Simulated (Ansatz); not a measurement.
**GaAs (triplet): wave-function methods side by side, aug-cc-pVDZ**

Aim: climb from Hartree-Fock through coupled cluster and multireference methods for GaAs (triplet) at one geometry and basis, and see what each rung misses.

Program: Ansatz 0.2.0, Gaussian basis. Level of theory: aug-cc-pVDZ, core rule «outside noble gas», up to 28 orbitals frozen. These are calculated values, not measurements.

The runs, in order: UHF; CCSD(T) on ROHF; CCSD(T) on UHF; BCCD(T) on ROHF; CISD; CCSDT(Q) on ROHF; CCSDT(Q) on UHF; CASSCF and MRCISD+Q, 8 electrons in 8 orbitals; CASSCF and NEVPT2, 8 electrons in 8 orbitals.

17 further runs of the same task are left out: 1 for a known fault of the program, 7 that didn't finish, 9 set aside as unsound or not needed.

**1. The system**

The geometry is a PBE0/def2-TZVPD stationary point (not a proven minimum) of the parent state, kept for this charge and spin. No spin-orbit coupling is included. The filled d shell of Ga, As may be among the frozen orbitals whatever the setting's name suggests; the logs give the count.

2 atoms, charge 0, spin multiplicity 3.

Atoms are counted from 1 here; the program's logs count them from 0.

Bond lengths: Ga1–As2 2.222 Å.

**2. UHF**

The input, in.yaml:

```yaml
crystal:
  periodic: [false, false, false]
  atoms:
    - {symbol: Ga, position_ang: [0.000000, 0.000000, 0.000000]}
    - {symbol: As, position_ang: [0.000000, 0.000000, 2.222300]}
basis:
  gaussian: {orbitals: aug-cc-pVDZ}
magnetization: {spin_polarized: true, initial_magnetization: 2}
hamiltonian: {xc: hf}
output: {orbitals: {seedname: orbitals}}
```

On the command line:

```
> ansatz run in.yaml --threads 1 --pin off --events-out ev --progress --plain --max-ram 2393MiB
```

The runs that follow: CCSD(T) on ROHF; CCSD(T) on UHF; BCCD(T) on ROHF; CISD; CCSDT(Q) on ROHF; CCSDT(Q) on UHF; CASSCF and MRCISD+Q, 8 electrons in 8 orbitals; CASSCF and NEVPT2, 8 electrons in 8 orbitals.

**Question.** What will the summary of the whole plan be? Wanted: UCCSDT(Q) below the RHF energy; RMP2 from UCCSDT(Q); UMP2 from UCCSDT(Q); RCCSD from UCCSDT(Q); RCCSD(T) from UCCSDT(Q); UCCSD(T) from UCCSDT(Q); RCCSDT(Q) from UCCSDT(Q); NEVPT2 valence from UCCSDT(Q); MRCISD+Q valence from UCCSDT(Q).

As calculated:

| quantity | value |
| --- | --- |
| UCCSDT(Q) below the RHF energy | -4.3228 eV |
| RMP2 from UCCSDT(Q) | +19.77 kcal/mol |
| UMP2 from UCCSDT(Q) | +21.27 kcal/mol |
| RCCSD from UCCSDT(Q) | +6.31 kcal/mol |
| RCCSD(T) from UCCSDT(Q) | +1.42 kcal/mol |
| UCCSD(T) from UCCSDT(Q) | +1.27 kcal/mol |
| RCCSDT(Q) from UCCSDT(Q) | +0.26 kcal/mol |
| NEVPT2 valence from UCCSDT(Q) | +15.42 kcal/mol |
| MRCISD+Q valence from UCCSDT(Q) | +0.32 kcal/mol |
| levels within 1 kcal/mol (43 meV) | RCCSDT, UCCSDT, RCCSDT(Q), MRCISD+Q valence |
| T1 diagnostic | 0.032 |
| effectively unpaired electrons | 2.05 |

What this shows: RCCSD(T) misses by +1.42 kcal/mol, 1.4 % of the correlation energy. One determinant dominates. Of the multireference levels listed MRCISD+Q valence comes nearest in total energy (+0.32 kcal/mol), which doesn't show that its space is the better one. Coupled cluster took another determinant than the lowest Hartree-Fock one. These misses are within one basis, not against nature; the frozen cores of restricted and unrestricted runs differ, which can shift their rows.
